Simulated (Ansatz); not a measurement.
# C₃H₄F₄O: a ladder of functionals and wavefunction methods

One table from this session's results is given with a row withheld; the runs are named, their logs left out.

Computed with Ansatz 0.2.0, Gaussian basis. Level: functionals in def2-TZVPP, the program's frozen cores in correlated methods.

Plan: LDA (SPW92), PBE-D4, revPBE-D4, BLYP-D4, r2SCAN-D4, B97M-V, PBE0-D4, B3LYP-D4, r2SCANh-D4, r2SCAN0-D4, HSE06-D4, BHLYP-D4, CAM-B3LYP-D4, LC-ωPBE, ωB97X-V, ωB97M-V, B2PLYP, PBE-QIDH; CCSD(T)/def2-SVP; MP2/def2-TZVPP; MP2/def2-QZVPP; RPA on PBE.

## Structure used throughout

All runs share one geometry, relaxed beforehand with PBE0-D4 in a triple-zeta def2 set.

SMILES `OC(F)(CF)C(F)F`, 12 atoms, charge 0, spin multiplicity 1.

Atoms are counted from 1 here; the program's logs count them from 0.

Bond lengths: O1–C2 1.362 Å, O1–H9 0.965 Å, C2–F3 1.384 Å, C2–C4 1.520 Å, C2–C6 1.528 Å, C4–F5 1.382 Å, C4–H10 1.092 Å, C4–H11 1.090 Å, C6–F7 1.349 Å, C6–F8 1.351 Å, C6–H12 1.094 Å. Angles: C2–O1–H9 108.2°, O1–C2–F3 110.0°, O1–C2–C4 112.6°, O1–C2–C6 107.4°, F3–C2–C4 108.2°, F3–C2–C6 105.7°, C4–C2–C6 112.6°, C2–C4–F5 107.9°, C2–C4–H10 110.1°, C2–C4–H11 110.6°, F5–C4–H10 108.4°, F5–C4–H11 108.9°, H10–C4–H11 110.8°, C2–C6–F7 110.0°, C2–C6–F8 109.3°, C2–C6–H12 110.8°, F7–C6–F8 107.8°, F7–C6–H12 109.4° and more.

Set-up of the first run:

File in.yaml:

```yaml
crystal:
  periodic: [false, false, false]
  atoms:
    - {symbol: O, position_ang: [0.492227, 0.707530, 1.369670]}
    - {symbol: C, position_ang: [-0.238311, 0.143182, 0.368182]}
    - {symbol: F, position_ang: [-1.589684, 0.283112, 0.632209]}
    - {symbol: C, position_ang: [0.047608, 0.767119, -0.987991]}
    - {symbol: F, position_ang: [0.096813, 2.138417, -0.823571]}
    - {symbol: C, position_ang: [0.035012, -1.360228, 0.393538]}
    - {symbol: F, position_ang: [1.338167, -1.596599, 0.137468]}
    - {symbol: F, position_ang: [-0.691456, -1.963349, -0.573178]}
    - {symbol: H, position_ang: [0.542433, 1.657915, 1.208191]}
    - {symbol: H, position_ang: [1.016642, 0.429799, -1.360272]}
    - {symbol: H, position_ang: [-0.744517, 0.524691, -1.695921]}
    - {symbol: H, position_ang: [-0.227835, -1.786791, 1.365575]}
basis:
  gaussian: {orbitals: def2-TZVPP}
hamiltonian: {xc: lda}
output: {orbitals: {seedname: orbitals}}
```

Run with:

```console
$ ansatz run in.yaml --threads 4 --pin off --events-out ev --progress --plain --max-ram 11315MiB
```

Steps of the session up to this table: LDA; PBE-D4 (GGA); revPBE-D4 (GGA); BLYP-D4 (GGA); r2SCAN-D4 (meta-GGA); B97M-V (meta-GGA); PBE0-D4 (hybrid); B3LYP-D4 (hybrid); r2SCANh-D4 (hybrid); r2SCAN0-D4 (hybrid); HSE06-D4 (hybrid); BHLYP-D4 (hybrid); CAM-B3LYP-D4 (range-separated); LC-ωPBE (range-separated); ωB97X-V (range-separated); ωB97M-V (range-separated); B2PLYP (double hybrid); PBE-QIDH (double hybrid).

One of the session's tables, all rows but one given; the rest of the session is left out.

It belongs to the step «Orbital energies across the functionals». 

```
  functional  HOMO (eV)  LUMO (eV)  gap (eV)
 LDA (SPW92)      -8.01      -0.56      7.45
      PBE-D4      -7.81      -0.26      7.55
   revPBE-D4      -7.72      -0.13      7.59
     BLYP-D4      -7.78      -0.23      7.55
   r2SCAN-D4      -8.19       0.23      8.41
      B97M-V          ?          ?         ?
     PBE0-D4      -9.54       0.78     10.32
    B3LYP-D4      -9.34       0.42      9.76
  r2SCANh-D4      -8.83       0.59      9.42
  r2SCAN0-D4      -9.80       1.11     10.90
    HSE06-D4      -9.13       0.41      9.53
    BHLYP-D4     -11.27       1.61     12.88
CAM-B3LYP-D4     -11.10       1.68     12.78
     LC-ωPBE     -12.36       3.09     15.45
     ωB97X-V     -12.03       2.89     14.92
     ωB97M-V     -11.94       2.49     14.44
```

Estimate the missing values for B97M-V.

**Answer.** HOMO (eV): -8.36; LUMO (eV): 0.06; gap (eV): 8.42. In the column «HOMO (eV)» it lies between r2SCANh-D4 (-8.83) and r2SCAN-D4 (-8.19).
